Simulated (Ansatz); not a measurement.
**CH8NO2SbSi: inversion of the pyramid at N1**

How high is the barrier for the inversion of the pyramid at N1? Relax the two ends, then run a nudged elastic band between them. SMILES of the start: N[C](O)([SbH2])[SiH2]O.

Method: RKS PBE/def2-SVP, in Ansatz 0.2.0.

**1. The starting structure**

Bond lengths: N1–C2 1.460 Å, C2–O3 1.372 Å, C2–Sb4 2.191 Å, C2–Si5 1.878 Å, Si5–O6 1.712 Å, N1–H7 0.994 Å, N1–H8 1.063 Å, O3–H9 1.044 Å, Sb4–H10 1.718 Å, Sb4–H11 1.827 Å, Si5–H12 1.505 Å, Si5–H13 1.458 Å, O6–H14 0.966 Å. Angles (14 of 20 angles, heavy atoms first): N1–C2–O3 108.0°, N1–C2–Sb4 110.9°, N1–C2–Si5 112.7°, O3–C2–Sb4 106.3°, O3–C2–Si5 109.5°, Sb4–C2–Si5 109.3°, C2–Si5–O6 111.2°, C2–N1–H7 110.5°, C2–N1–H8 104.0°, C2–O3–H9 110.1°, C2–Sb4–H10 92.6°, C2–Sb4–H11 89.8°, C2–Si5–H12 108.4°, C2–Si5–H13 112.3°.

Coordinates:

```xyz
14

N    -0.4924   -1.4222    1.0559
C     0.4313   -0.5084    0.3901
O     1.6194   -0.5338    1.0756
Sb    0.8804   -1.1943   -1.6415
Si   -0.2157    1.2536    0.3211
O    -1.7188    1.3291   -0.4944
H    -0.1141   -2.3406    1.0836
H    -1.3558   -1.4136    0.4355
H     1.4588   -0.2989    2.0800
H     1.5058    0.3366   -2.1057
H    -0.8163   -0.7536   -2.1576
H    -0.3938    1.7489    1.7314
H     0.7104    2.1567   -0.3506
H    -1.5122    1.6113   -1.3946
```

**2. End point A**

File input.yaml:

```yaml
crystal:
  periodic: [false, false, false]
  atoms:
    - { symbol: "N", position_ang: [-0.4924, -1.4222, 1.0559] }
    - { symbol: C, position_ang: [0.4313, -0.5084, 0.3901] }
    - { symbol: O, position_ang: [1.6194, -0.5338, 1.0756] }
    - { symbol: Sb, position_ang: [0.8804, -1.1943, -1.6415] }
    - { symbol: Si, position_ang: [-0.2157, 1.2536, 0.3211] }
    - { symbol: O, position_ang: [-1.7188, 1.3291, -0.4944] }
    - { symbol: H, position_ang: [-0.1141, -2.3406, 1.0836] }
    - { symbol: H, position_ang: [-1.3558, -1.4136, 0.4355] }
    - { symbol: H, position_ang: [1.4588, -0.2989, 2.08] }
    - { symbol: H, position_ang: [1.5058, 0.3366, -2.1057] }
    - { symbol: H, position_ang: [-0.8163, -0.7536, -2.1576] }
    - { symbol: H, position_ang: [-0.3938, 1.7489, 1.7314] }
    - { symbol: H, position_ang: [0.7104, 2.1567, -0.3506] }
    - { symbol: H, position_ang: [-1.5122, 1.6113, -1.3946] }
basis:
  gaussian: { orbitals: def2-SVP }
hamiltonian:
  xc: pbe
relax:
  f_tol: 0.015
  max_steps: 40
```

On the command line:

```
$ ansatz run input.yaml --threads 2 --pin off --max-ram 3072MiB --backend cpu --events-out ev --progress --plain --runs-dir out
```

Standard output (excerpt; [...] marks lines left out):

```text
Warning: RAYON_NUM_THREADS=2 ignored (pool sized by the plan → 2); use --threads N
[...]
Functional definition: PBE
[...]
1592 factors; their error is unknown
[...]
mean field -21146.63728974 eV, -777.1245866923 hartree, gradient 5.4e-5 eV, S^2 0.000000; 0 other end points of the search recorded, 0 dependent functions left out
[...]
reference -21146.63733110 eV, -777.1245882122 hartree; 37, 37 occupied and 103, 103 virtual orbitals, 1592 factors
relax step   1: F+E_penalty+E_count = -21146.63728974 eV  Δ(F+E_penalty+E_count) = +0.000e0 eV  max|allowed force component| = 2.646e0 eV/Å  Δτ_max = 0.0000 Å  (31 SCF iters, accepted)
[...]
relax step   3: F+E_penalty+E_count = -21147.08105409 eV  Δ(F+E_penalty+E_count) = -8.789e-2 eV  max|allowed force component| = 5.760e-1 eV/Å  Δτ_max = 0.1458 Å  (32 SCF iters, accepted)
[...]
relax step   5: F+E_penalty+E_count = -21147.13703823 eV  Δ(F+E_penalty+E_count) = -5.107e-2 eV  max|allowed force component| = 3.383e-1 eV/Å  Δτ_max = 0.0842 Å  (31 SCF iters, accepted)
[...]
relax step   7: F+E_penalty+E_count = -21147.15037102 eV  Δ(F+E_penalty+E_count) = -1.238e-2 eV  max|allowed force component| = 3.225e-1 eV/Å  Δτ_max = 0.1077 Å  (31 SCF iters, accepted)
[...]
relax step   9: F+E_penalty+E_count = -21147.15529938 eV  Δ(F+E_penalty+E_count) = -4.663e-3 eV  max|allowed force component| = 1.819e-1 eV/Å  Δτ_max = 0.0558 Å  (30 SCF iters, accepted)
[...]
relax step  10: F+E_penalty+E_count = -21147.15585479 eV  Δ(F+E_penalty+E_count) = -5.554e-4 eV  max|allowed force component| = 1.500e-1 eV/Å  Δτ_max = 0.0153 Å  (33 SCF iters, accepted)
[...]
relax step  11: F+E_penalty+E_count = -21147.15689073 eV  Δ(F+E_penalty+E_count) = -1.036e-3 eV  max|allowed force component| = 2.370e-1 eV/Å  Δτ_max = 0.0841 Å  (31 SCF iters, accepted)
```

**3. More of the same log: end point A relaxed**

The log, continued:

```text
these checks for a lower state are left out or cut short: starts, cluster_reference, orbital_swaps, neighbouring_geometries, increment
1592 factors; their error is unknown
mean field evaluation 96: about -21147.1547 eV, gradient 2.5e-1 eV
mean field -21147.15484629 eV, -777.1436065449 hartree, gradient 1.5e-5 eV, S^2 0.000000; 0 other end points of the search recorded, 0 dependent functions left out
the calculation of the forces begins
reference -21147.15488844 eV, -777.1436080936 hartree; 37, 37 occupied and 103, 103 virtual orbitals, 1592 factors
relax step  12: F+E_penalty+E_count = -21147.15484629 eV  Δ(F+E_penalty+E_count) = +2.044e-3 eV  max|allowed force component| = 2.641e-1 eV/Å  Δτ_max = 0.0233 Å  (31 SCF iters, rejected (line search))
these checks for a lower state are left out or cut short: starts, cluster_reference, orbital_swaps, neighbouring_geometries, increment
1592 factors; their error is unknown
mean field -21147.15790467 eV, -777.1437189382 hartree, gradient 1.5e-5 eV, S^2 0.000000; 0 other end points of the search recorded, 0 dependent functions left out
the calculation of the forces begins
reference -21147.15794682 eV, -777.1437204873 hartree; 37, 37 occupied and 103, 103 virtual orbitals, 1592 factors
relax step  13: F+E_penalty+E_count = -21147.15790467 eV  Δ(F+E_penalty+E_count) = -1.014e-3 eV  max|allowed force component| = 3.068e-2 eV/Å  Δτ_max = 0.0114 Å  (32 SCF iters, accepted)
these checks for a lower state are left out or cut short: starts, cluster_reference, orbital_swaps, neighbouring_geometries, increment
1592 factors; their error is unknown
mean field -21147.15787802 eV, -777.1437179589 hartree, gradient 1.5e-5 eV, S^2 0.000000; 0 other end points of the search recorded, 0 dependent functions left out
the calculation of the forces begins
reference -21147.15792020 eV, -777.1437195090 hartree; 37, 37 occupied and 103, 103 virtual orbitals, 1592 factors
relax step  14: F+E_penalty+E_count = -21147.15787802 eV  Δ(F+E_penalty+E_count) = +2.665e-5 eV  max|allowed force component| = 5.210e-2 eV/Å  Δτ_max = 0.0081 Å  (32 SCF iters, rejected (line search))
these checks for a lower state are left out or cut short: starts, cluster_reference, orbital_swaps, neighbouring_geometries, increment
1592 factors; their error is unknown
mean field -21147.15806516 eV, -777.1437248362 hartree, gradient 1.8e-5 eV, S^2 0.000000; 0 other end points of the search recorded, 0 dependent functions left out
the calculation of the forces begins
reference -21147.15810733 eV, -777.1437263857 hartree; 37, 37 occupied and 103, 103 virtual orbitals, 1592 factors
relax step  15: F+E_penalty+E_count = -21147.15806516 eV  Δ(F+E_penalty+E_count) = -1.605e-4 eV  max|allowed force component| = 1.220e-2 eV/Å  Δτ_max = 0.0039 Å  (24 SCF iters, accepted)
these checks for a lower state are left out or cut short: starts, cluster_reference, orbital_swaps, neighbouring_geometries, increment
1592 factors; their error is unknown
mean field -21147.15827502 eV, -777.1437325484 hartree, gradient 1.5e-5 eV, S^2 0.000000; 0 other end points of the search recorded, 0 dependent functions left out
the calculation of the forces begins
reference -21147.15831721 eV, -777.1437340986 hartree; 37, 37 occupied and 103, 103 virtual orbitals, 1592 factors
relax step  16: F+E_penalty+E_count = -21147.15827502 eV  Δ(F+E_penalty+E_count) = -2.099e-4 eV  max|allowed force component| = 2.592e-2 eV/Å  Δτ_max = 0.0203 Å  (32 SCF iters, accepted)
these checks for a lower state are left out or cut short: starts, cluster_reference, orbital_swaps, neighbouring_geometries, increment
1592 factors; their error is unknown
mean field evaluation 128: about -21147.2315 eV, gradient 1.0e0 eV
mean field -21147.15850416 eV, -777.1437409691 hartree, gradient 1.5e-5 eV, S^2 0.000000; 0 other end points of the search recorded, 0 dependent functions left out
the calculation of the forces begins
reference -21147.15854642 eV, -777.1437425219 hartree; 37, 37 occupied and 103, 103 virtual orbitals, 1592 factors
relax step  17: F+E_penalty+E_count = -21147.15850416 eV  Δ(F+E_penalty+E_count) = -2.291e-4 eV  max|allowed force component| = 2.041e-2 eV/Å  Δτ_max = 0.0359 Å  (31 SCF iters, accepted)
these checks for a lower state are left out or cut short: starts, cluster_reference, orbital_swaps, neighbouring_geometries, increment
1592 factors; their error is unknown
mean field -21147.15863068 eV, -777.1437456187 hartree, gradient 1.5e-5 eV, S^2 0.000000; 0 other end points of the search recorded, 0 dependent functions left out
the calculation of the forces begins
reference -21147.15867293 eV, -777.1437471712 hartree; 37, 37 occupied and 103, 103 virtual orbitals, 1592 factors
relax step  18: F+E_penalty+E_count = -21147.15863068 eV  Δ(F+E_penalty+E_count) = -1.265e-4 eV  max|allowed force component| = 1.410e-2 eV/Å  Δτ_max = 0.0090 Å  (24 SCF iters, accepted)
1592 factors; their error is unknown
mean field evaluation 160: about -21147.1586 eV, gradient 2.2e-4 eV
mean field -21147.15863068 eV, -777.1437456187 hartree, gradient 1.5e-5 eV, S^2 0.000000; 1 other end points of the search recorded, 0 dependent functions left out
the calculation of the forces begins
reference -21147.15867293 eV, -777.1437471712 hartree; 37, 37 occupied and 103, 103 virtual orbitals, 1592 factors
Total energy: -21147.15867293 eV, -777.1437471712 hartree
Atom 0 at    -0.509266    -1.333308     1.053917 Å, force    -0.003454    -0.000395     0.006696 eV/Å
Atom 1 at     0.428222    -0.475766     0.386004 Å, force    -0.004561     0.006320    -0.014104 eV/Å
Atom 2 at     1.695269    -0.502358     1.048005 Å, force     0.007621     0.004259     0.001649 eV/Å
Atom 3 at     0.979435    -1.199526    -1.714573 Å, force    -0.003195     0.010302     0.001968 eV/Å
Atom 4 at    -0.243548     1.317773     0.333597 Å, force    -0.005092    -0.006489    -0.000626 eV/Å
Atom 5 at    -1.807474     1.333621    -0.312711 Å, force     0.009284     0.000525     0.010345 eV/Å
Atom 6 at    -0.346379    -2.339090     0.911478 Å, force     0.001416    -0.005324    -0.000564 eV/Å
Atom 7 at    -1.485152    -1.107845     0.825519 Å, force    -0.001023     0.001449    -0.002071 eV/Å
Atom 8 at     1.472873    -0.514659     2.004836 Å, force    -0.005133    -0.000451    -0.001328 eV/Å
Atom 9 at     1.821494     0.240632    -2.194213 Å, force    -0.001867    -0.006905     0.001694 eV/Å
Atom 10 at    -0.503550    -0.549618    -2.374688 Å, force     0.006170    -0.002181     0.003971 eV/Å
Atom 11 at    -0.405495     1.817415     1.742734 Å, force     0.004266    -0.000526    -0.000891 eV/Å
Atom 12 at     0.726897     2.182208    -0.422023 Å, force    -0.005148    -0.001288    -0.000039 eV/Å
Atom 13 at    -1.836325     1.101321    -1.259083 Å, force     0.000717     0.000704    -0.006699 eV/Å
Dipole moment:    -0.180329    -0.297209    -0.029676 e Å
```

Run time: 91 s. Hardware: 2 threads of Arm Neoverse V1, shared host; peak memory 0.2 GiB.

The steps of the relaxation:

| step | energy from step 1 (eV) | largest force component (eV/Å) |
| --- | --- | --- |
| 1 | 0.0000 | 2.6461 |
| 2 | -0.3559 | 1.1732 |
| 3 | -0.4438 | 0.5760 |
| 4 | -0.4487 | 0.8392 |
| 5 | -0.4997 | 0.3383 |
| 6 | -0.5007 | 0.2912 |
| 7 | -0.5131 | 0.3225 |
| 8 | -0.5133 | 0.1717 |
| 9 | -0.5180 | 0.1819 |
| 10 | -0.5186 | 0.1500 |
| 11 | -0.5196 | 0.2370 |
| 12x | -0.5176 | 0.2641 |
| 13 | -0.5206 | 0.0307 |
| 14x | -0.5206 | 0.0521 |
| 15 | -0.5208 | 0.0122 |
| 16 | -0.5210 | 0.0259 |
| 17 | -0.5212 | 0.0204 |
| 18 | -0.5213 | 0.0141 |

Step 1 is the start. 2 steps were tried and not accepted (marked x).

After: Bond lengths: N1–C2 1.435 Å, C2–O3 1.430 Å, C2–Sb4 2.289 Å, C2–Si5 1.916 Å, Si5–O6 1.692 Å, N1–H7 1.029 Å, N1–H8 1.027 Å, O3–H9 0.982 Å, Sb4–H10 1.736 Å, Sb4–H11 1.749 Å, Si5–H12 1.504 Å, Si5–H13 1.503 Å, O6–H14 0.975 Å. Angles (14 of 20 angles, heavy atoms first): N1–C2–O3 110.6°, N1–C2–Sb4 113.3°, N1–C2–Si5 110.1°, O3–C2–Sb4 101.9°, O3–C2–Si5 109.9°, Sb4–C2–Si5 110.8°, C2–Si5–O6 110.1°, C2–N1–H7 114.6°, C2–N1–H8 112.7°, C2–O3–H9 104.5°, C2–Sb4–H10 96.2°, C2–Sb4–H11 91.4°, C2–Si5–H12 108.9°, C2–Si5–H13 109.0°.

**4. Relaxing end B**

The second end starts from a geometry with the move made by hand.

input.yaml, as its differences from that of step 2:

```diff
@@ -9,4 +9,4 @@
     - { symbol: O, position_ang: [-1.7188, 1.3291, -0.4944] }
-    - { symbol: H, position_ang: [-0.1141, -2.3406, 1.0836] }
-    - { symbol: H, position_ang: [-1.3558, -1.4136, 0.4355] }
+    - { symbol: H, position_ang: [-0.03164, -1.91032, 1.78855] }
+    - { symbol: H, position_ang: [-1.23495, -0.78295, 1.46872] }
     - { symbol: H, position_ang: [1.4588, -0.2989, 2.08] }
```

On the command line:

```
$ ansatz run input.yaml --threads 2 --pin off --max-ram 3072MiB --backend cpu --events-out ev --progress --plain --runs-dir out
```

Standard output (excerpt; [...] marks lines left out):

```text
Warning: RAYON_NUM_THREADS=2 ignored (pool sized by the plan → 2); use --threads N
[...]
[... 1 set-up line as earlier in the session ...]
[...]
1592 factors; their error is unknown
[...]
mean field -21146.38576135 eV, -777.1153431946 hartree, gradient 5.9e-5 eV, S^2 0.000000; 0 other end points of the search recorded, 0 dependent functions left out
[...]
reference -21146.38580257 eV, -777.1153447095 hartree; 37, 37 occupied and 103, 103 virtual orbitals, 1592 factors
relax step   1: F+E_penalty+E_count = -21146.38576135 eV  Δ(F+E_penalty+E_count) = +0.000e0 eV  max|allowed force component| = 2.656e0 eV/Å  Δτ_max = 0.0000 Å  (31 SCF iters, accepted)
[...]
relax step   4: F+E_penalty+E_count = -21147.04499658 eV  Δ(F+E_penalty+E_count) = -7.587e-2 eV  max|allowed force component| = 1.285e0 eV/Å  Δτ_max = 0.2000 Å  (37 SCF iters, accepted)
[...]
Atom 4 at    -0.259626     1.374512     0.320715 Å, force     0.005277    -0.012322     0.003643 eV/Å
Atom 5 at    -1.752340     1.581237    -0.424732 Å, force    -0.007222     0.005116    -0.002373 eV/Å
Atom 6 at    -0.259096    -2.233422     1.244136 Å, force     0.000947    -0.008140     0.000476 eV/Å
Atom 7 at    -1.018352    -0.913404     1.925915 Å, force    -0.003239     0.007727     0.004470 eV/Å
Atom 8 at     1.549022    -0.077758     1.981144 Å, force    -0.004834     0.000931     0.001784 eV/Å
Atom 9 at     1.784378     0.037748    -2.077909 Å, force     0.001015     0.000551    -0.000543 eV/Å
Atom 10 at    -0.601226    -0.533611    -2.291601 Å, force    -0.000393     0.001927    -0.000278 eV/Å
Atom 11 at    -0.472162     1.847022     1.739459 Å, force     0.002924     0.001225    -0.001986 eV/Å
Atom 12 at     0.835206     2.179144    -0.323810 Å, force     0.000654     0.002706    -0.000199 eV/Å
Atom 13 at    -1.792426     1.219128    -1.328985 Å, force    -0.001441    -0.002233     0.001115 eV/Å
Dipole moment:     0.027221    -0.259580     0.213191 e Å
```

It took 69 s on 2 threads of Arm Neoverse V1, shared host; peak memory 0.2 GiB.

The steps of the relaxation:

| step | energy from step 1 (eV) | largest force component (eV/Å) |
| --- | --- | --- |
| 1 | 0.0000 | 2.6560 |
| 2 | -0.4426 | 1.2791 |
| 3 | -0.5834 | 0.6179 |
| 4 | -0.6592 | 1.2853 |
| 5 | -0.7273 | 0.6576 |
| 6 | -0.7445 | 0.3143 |
| 7 | -0.7541 | 0.2599 |
| 8 | -0.7580 | 0.0849 |
| 9 | -0.7593 | 0.1053 |
| 10x | -0.7576 | 0.1238 |
| 11 | -0.7607 | 0.0429 |
| 12 | -0.7612 | 0.0600 |
| 13 | -0.7616 | 0.0123 |

Step 1 is the start. 1 step was tried and not accepted (marked x).

After: Bond lengths: N1–C2 1.432 Å, C2–O3 1.449 Å, C2–Sb4 2.248 Å, C2–Si5 1.913 Å, Si5–O6 1.681 Å, N1–H7 1.029 Å, N1–H8 1.030 Å, O3–H9 0.980 Å, Sb4–H10 1.735 Å, Sb4–H11 1.744 Å, Si5–H12 1.510 Å, Si5–H13 1.504 Å, O6–H14 0.975 Å. Angles (14 of 20 angles, heavy atoms first): N1–C2–O3 116.1°, N1–C2–Sb4 106.4°, N1–C2–Si5 112.2°, O3–C2–Sb4 102.0°, O3–C2–Si5 108.3°, Sb4–C2–Si5 111.3°, C2–Si5–O6 115.5°, C2–N1–H7 112.5°, C2–N1–H8 113.2°, C2–O3–H9 107.2°, C2–Sb4–H10 94.6°, C2–Sb4–H11 92.6°, C2–Si5–H12 106.0°, C2–Si5–H13 107.7°.

**5. The band**

crystal.atoms is end A as relaxed above, and neb.final_atoms is end B, turned to lie on A. With 7 inner images the band has 9 in all.

File input.yaml:

```yaml
crystal:
  periodic: [false, false, false]
  atoms:
    - { symbol: "N", position_ang: [-0.509266, -1.333308, 1.053917] }
    - { symbol: C, position_ang: [0.428222, -0.475766, 0.386004] }
    - { symbol: O, position_ang: [1.695269, -0.502358, 1.048005] }
    - { symbol: Sb, position_ang: [0.979435, -1.199526, -1.714573] }
    - { symbol: Si, position_ang: [-0.243548, 1.317773, 0.333597] }
    - { symbol: O, position_ang: [-1.807474, 1.333621, -0.312711] }
    - { symbol: H, position_ang: [-0.346379, -2.33909, 0.911478] }
    - { symbol: H, position_ang: [-1.485152, -1.107845, 0.825519] }
    - { symbol: H, position_ang: [1.472873, -0.514659, 2.004836] }
    - { symbol: H, position_ang: [1.821494, 0.240632, -2.194213] }
    - { symbol: H, position_ang: [-0.50355, -0.549618, -2.374688] }
    - { symbol: H, position_ang: [-0.405495, 1.817415, 1.742734] }
    - { symbol: H, position_ang: [0.726897, 2.182208, -0.422023] }
    - { symbol: H, position_ang: [-1.836325, 1.101321, -1.259083] }
basis:
  gaussian: { orbitals: def2-SVP }
hamiltonian:
  xc: pbe
neb:
  order_check: false
  images: 7
  f_tol: 0.05
  max_iterations: 46
  initial_path: idpp
  final_atoms:
    - { symbol: "N", position_ang: [-0.6555482, -1.44873465, 0.78388206] }
    - { symbol: C, position_ang: [0.33033019, -0.52845131, 0.30282999] }
    - { symbol: O, position_ang: [1.61020834, -0.55137302, 0.98174696] }
    - { symbol: Sb, position_ang: [0.88444328, -1.21577333, -1.76400685] }
    - { symbol: Si, position_ang: [-0.30920626, 1.27398511, 0.28703678] }
    - { symbol: O, position_ang: [-1.76997047, 1.51567774, -0.50943928] }
    - { symbol: H, position_ang: [-0.27773035, -2.39640821, 0.91720865] }
    - { symbol: H, position_ang: [-1.09422053, -1.14874266, 1.66581688] }
    - { symbol: H, position_ang: [1.45036916, -0.27789707, 1.9096508] }
    - { symbol: H, position_ang: [1.86967094, 0.1700455, -2.1113166] }
    - { symbol: H, position_ang: [-0.49147046, -0.42156563, -2.48310875] }
    - { symbol: H, position_ang: [-0.59630488, 1.62638399, 1.72740521] }
    - { symbol: H, position_ang: [0.79750153, 2.14623038, -0.23821391] }
    - { symbol: H, position_ang: [-1.76107129, 1.22742316, -1.44069295] }
```

On the command line:

```
$ ansatz run input.yaml --threads 2 --pin off --max-ram 3072MiB --backend cpu --events-out ev --progress --plain --runs-dir out
```

Standard output (excerpt; [...] marks lines left out):

```text
Warning: RAYON_NUM_THREADS=2 ignored (pool sized by the plan → 2); use --threads N
[...]
[... 1 set-up line as earlier in the session ...]
[...]
1592 factors; their error is unknown
[...]
mean field -21147.15862295 eV, -777.1437453343 hartree, gradient 2.5e-5 eV, S^2 0.000000; 0 other end points of the search recorded, 0 dependent functions left out
[...]
reference -21147.15866498 eV, -777.1437468789 hartree; 37, 37 occupied and 103, 103 virtual orbitals, 1592 factors
1592 factors; their error is unknown
[...]
mean field -21147.14742836 eV, -777.1433339410 hartree, gradient 4.1e-5 eV, S^2 0.000000; 0 other end points of the search recorded, 0 dependent functions left out
[...]
reference -21147.14747058 eV, -777.1433354925 hartree; 37, 37 occupied and 103, 103 virtual orbitals, 1592 factors
NEB end point (image 0): max|allowed force component| = 1.415e-2 eV/Å (the criterion of neb.relax_end_points is 1.000e-2)
[...]
Atom 4 at    -0.311945     1.287421     0.269197 Å, force    -0.001234    -0.017799     0.006586 eV/Å
Atom 5 at    -1.824934     1.389836    -0.470480 Å, force     0.007511     0.000573     0.000626 eV/Å
Atom 6 at    -0.315601    -2.406361     0.939490 Å, force    -0.015064    -0.001205     0.012975 eV/Å
Atom 7 at    -1.361848    -1.096394     1.394739 Å, force     0.002981     0.004007     0.003718 eV/Å
Atom 8 at     1.481860    -0.380993     1.965183 Å, force    -0.007194    -0.006243    -0.008725 eV/Å
Atom 9 at     1.877145     0.215935    -2.143260 Å, force     0.007264     0.003699    -0.008686 eV/Å
Atom 10 at    -0.452126    -0.533989    -2.423888 Å, force    -0.001083    -0.000703    -0.012393 eV/Å
Atom 11 at    -0.567035     1.720830     1.690484 Å, force    -0.000868    -0.000901    -0.004393 eV/Å
Atom 12 at     0.721243     2.171138    -0.370130 Å, force    -0.001572    -0.003876     0.001171 eV/Å
Atom 13 at    -1.820649     1.108158    -1.403961 Å, force     0.001505     0.002918     0.002471 eV/Å
Dipole moment:    -0.183721    -0.366688     0.153045 e Å
this run last wrote the band of iteration 6 to <dir>
```

Wall time 3.4 min (2 threads of Arm Neoverse V1, shared host); peak memory 0.2 GiB.

[end of part 1 of 2]
